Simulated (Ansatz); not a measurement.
# Molecular dynamics of Mg₈HO₈, charge +1

Input:

```yaml
accuracy: low
crystal:
  lattice:
    - [0.0, 3.983, 3.983]
    - [3.983, 0.0, 3.983]
    - [3.983, 3.983, 0.0]
  atoms:
    - { symbol: Mg, position: [-0.01304755, 0.01711993, -0.02161476] }
    - { symbol: O, position: [0.24369302, 0.2509033, 0.25410712] }
    - { symbol: Mg, position: [-0.01306541, 0.01713742, 0.51761106] }
    - { symbol: O, position: [0.2436933, 0.25090966, 0.75134593] }
    - { symbol: Mg, position: [-0.00452644, 0.5012021, 0.00169081] }
    - { symbol: O, position: [0.2316688, 0.75586163, 0.25624654] }
    - { symbol: Mg, position: [-0.01312502, 0.47789749, 0.51763868] }
    - { symbol: O, position: [0.24370358, 0.75361282, 0.75136364] }
    - { symbol: Mg, position: [0.49232577, 0.00639148, 0.00067197] }
    - { symbol: O, position: [0.74794105, 0.24823604, 0.25194176] }
    - { symbol: Mg, position: [0.4965843, 0.00084026, 0.50131391] }
    - { symbol: O, position: [0.73108543, 0.25598725, 0.75649629] }
    - { symbol: Mg, position: [0.49232105, 0.50018333, 0.00069404] }
    - { symbol: O, position: [0.74793633, 0.75145491, 0.25194342] }
    - { symbol: Mg, position: [0.49231291, 0.50019101, 0.50685583] }
    - { symbol: O, position: [0.74794145, 0.75145862, 0.74871317] }
    - { symbol: H, position: [1.01583613, 0.82765294, 0.3283186] }
total_charge: 1
basis:
  ecutwfc: 420.0
kpoints:
  mp_grid: { grid: [2, 2, 2] }
hamiltonian:
  xc: pbesol
scf:
  occupations: { method: fermi_dirac, width: 0.02 }
  lower_state_search: "off"
md:
  timestep: 0.5
  n_steps: 300
  ensemble: nvt_langevin
  temperature: 1200.0
  initial_velocities: maxwell_boltzmann
  seed: 188881
  friction: 0.005
```

Command:

```bash
$ ansatz run input.yaml --threads 1 --pin off --max-ram 3072MiB --backend cpu --events-out ev --progress --plain --runs-dir out
```

It starts from a relaxed structure.

Output, in part (step lines):

```
md step     0: t =     0.00 fs  T =  1129.4 K  F+E_penalty+E_count = -19830.44091671 eV  E_kin = 2.481792 eV  (9 SCF iters)
md step     1: t =     0.50 fs  T =  1165.2 K  F+E_penalty+E_count = -19830.42952666 eV  E_kin = 2.560427 eV  (7 SCF iters)
md step     2: t =     1.00 fs  T =  1154.0 K  F+E_penalty+E_count = -19830.39723395 eV  E_kin = 2.535921 eV  (7 SCF iters)
md step     3: t =     1.50 fs  T =  1130.2 K  F+E_penalty+E_count = -19830.34776234 eV  E_kin = 2.483567 eV  (7 SCF iters)
md step     4: t =     2.00 fs  T =  1077.9 K  F+E_penalty+E_count = -19830.28605617 eV  E_kin = 2.368548 eV  (7 SCF iters)
md step     5: t =     2.50 fs  T =  1032.8 K  F+E_penalty+E_count = -19830.21766388 eV  E_kin = 2.269446 eV  (4 SCF iters)
md step     6: t =     3.00 fs  T =  1011.9 K  F+E_penalty+E_count = -19830.14436387 eV  E_kin = 2.223666 eV  (4 SCF iters)
md step     7: t =     3.50 fs  T =   955.7 K  F+E_penalty+E_count = -19830.06980708 eV  E_kin = 2.100172 eV  (4 SCF iters)
[... lines left out ...]
md step   299: t =   149.50 fs  T =  1012.4 K  F+E_penalty+E_count = -19828.50033055 eV  E_kin = 2.224584 eV  (4 SCF iters)
md step   300: t =   150.00 fs  T =   982.6 K  F+E_penalty+E_count = -19828.46136089 eV  E_kin = 2.159199 eV  (6 SCF iters)
```

The steps, from the saved trajectory:

```json
{"time (fs)": "0.0", "T (K)": "1129", "potential energy less start (eV)": "0.000"}
{"time (fs)": "5.0", "T (K)": "898", "potential energy less start (eV)": "0.590"}
{"time (fs)": "10.0", "T (K)": "506", "potential energy less start (eV)": "1.437"}
{"time (fs)": "15.0", "T (K)": "458", "potential energy less start (eV)": "1.841"}
{"time (fs)": "20.0", "T (K)": "374", "potential energy less start (eV)": "2.002"}
{"time (fs)": "25.0", "T (K)": "476", "potential energy less start (eV)": "1.785"}
{"time (fs)": "30.0", "T (K)": "600", "potential energy less start (eV)": "1.607"}
{"time (fs)": "35.0", "T (K)": "686", "potential energy less start (eV)": "1.584"}
{"time (fs)": "40.0", "T (K)": "769", "potential energy less start (eV)": "1.519"}
{"time (fs)": "45.0", "T (K)": "902", "potential energy less start (eV)": "1.249"}
{"time (fs)": "50.0", "T (K)": "861", "potential energy less start (eV)": "1.151"}
{"time (fs)": "55.0", "T (K)": "882", "potential energy less start (eV)": "1.243"}
{"time (fs)": "60.0", "T (K)": "698", "potential energy less start (eV)": "1.440"}
{"time (fs)": "65.0", "T (K)": "604", "potential energy less start (eV)": "1.584"}
{"time (fs)": "70.0", "T (K)": "545", "potential energy less start (eV)": "1.737"}
{"time (fs)": "75.0", "T (K)": "527", "potential energy less start (eV)": "1.784"}
{"time (fs)": "80.0", "T (K)": "516", "potential energy less start (eV)": "1.869"}
{"time (fs)": "85.0", "T (K)": "646", "potential energy less start (eV)": "1.628"}
{"time (fs)": "90.0", "T (K)": "797", "potential energy less start (eV)": "1.342"}
{"time (fs)": "95.0", "T (K)": "902", "potential energy less start (eV)": "1.276"}
{"time (fs)": "100.0", "T (K)": "902", "potential energy less start (eV)": "1.275"}
{"time (fs)": "105.0", "T (K)": "710", "potential energy less start (eV)": "1.678"}
{"time (fs)": "110.0", "T (K)": "715", "potential energy less start (eV)": "1.691"}
{"time (fs)": "115.0", "T (K)": "789", "potential energy less start (eV)": "1.532"}
{"time (fs)": "120.0", "T (K)": "875", "potential energy less start (eV)": "1.451"}
{"time (fs)": "125.0", "T (K)": "828", "potential energy less start (eV)": "1.577"}
{"time (fs)": "130.0", "T (K)": "679", "potential energy less start (eV)": "2.005"}
{"time (fs)": "135.0", "T (K)": "699", "potential energy less start (eV)": "2.253"}
{"time (fs)": "140.0", "T (K)": "876", "potential energy less start (eV)": "1.951"}
{"time (fs)": "145.0", "T (K)": "980", "potential energy less start (eV)": "1.795"}
{"time (fs)": "150.0", "T (K)": "983", "potential energy less start (eV)": "1.980"}
```

All steps were run. The mean temperature of the second half is 35 % below the set value. A run of 0.15 ps of so small a system gives no equilibrium averages. Limits of this set-up: coarse k mesh, low accuracy level, charged cell in a uniform background, uncorrected.

Mean squared displacements from the first frame to the last, about the centre of mass: Mg 0.02 Å², O 0.01 Å², H 0.34 Å².

Last frame:

```xyz
17
Lattice="0.0000 3.9830 3.9830 3.9830 0.0000 3.9830 3.9830 3.9830 0.0000" Properties=species:S:1:pos:R:3
Mg -0.018 -0.397 0.139
O 1.891 1.925 1.932
Mg 2.175 1.867 -0.133
O 3.898 3.809 1.970
Mg 1.897 -0.083 1.942
O 3.909 1.896 4.064
Mg 3.900 1.825 1.946
O 5.818 3.840 3.982
Mg -0.065 1.688 2.008
O 1.929 3.888 3.856
Mg 1.654 3.819 1.902
O 3.978 5.697 3.849
Mg 1.997 1.833 3.921
O 3.895 3.858 6.108
Mg 3.860 3.797 3.937
O 5.920 5.924 5.877
H 4.608 5.175 7.912
```

The run took 4.4 min on 1 thread of AMD EPYC 9R45 96-Core Processor (Zen 5) (shared host), peak memory 0.52 GiB.
